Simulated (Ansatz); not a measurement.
**ScRu3 in Ansatz: the effect of strain**

ScRu3:

```
Ru Sc
1.0
     3.78090    0.00000    0.00000
     0.00000    3.78090    0.00000
     0.00000    0.00000    3.93844
Ru Sc
3 1
Direct
  0.50000 0.50000 0.00000
  0.50000 0.00000 0.50000
  0.00000 0.50000 0.50000
  0.00000 0.00000 0.00000
```

The cell comes from a database or a generator and needn't be the stable form of this composition.

Alike in all runs:

* Program: Ansatz 0.2.0
* Task: relaxation of the atoms
* Functional: PBE
* Potentials or basis: Ansatz PAW
* Cutoff: 420 eV (not typed: the program's choice for these potentials)
* k mesh: 6 × 6 × 6
* Occupations: fermi-dirac, width 0.05 eV
* Spin: no spin polarisation
* Kind of strain: biaxial

Each run relaxes the cell or the atoms first.

Task: One run gave: pressure -5.8 GPa. Which strain did it use?
A. 0.02
B. -0.01
C. 0.01
D. 0
E. -0.02

Result: C.

| strain | pressure (GPa) |
| --- | --- |
| -0.04 | 17.2 |
| -0.02 | 6.6 |
| -0.01 | 2.0 |
| 0 | -2.1 |
| 0.01 | -5.8 |
| 0.02 | -9.1 |
| 0.04 | -14.7 |

Caveats: the relaxation stopped at its first step, so nothing moved; the thresholds are loose for stress.
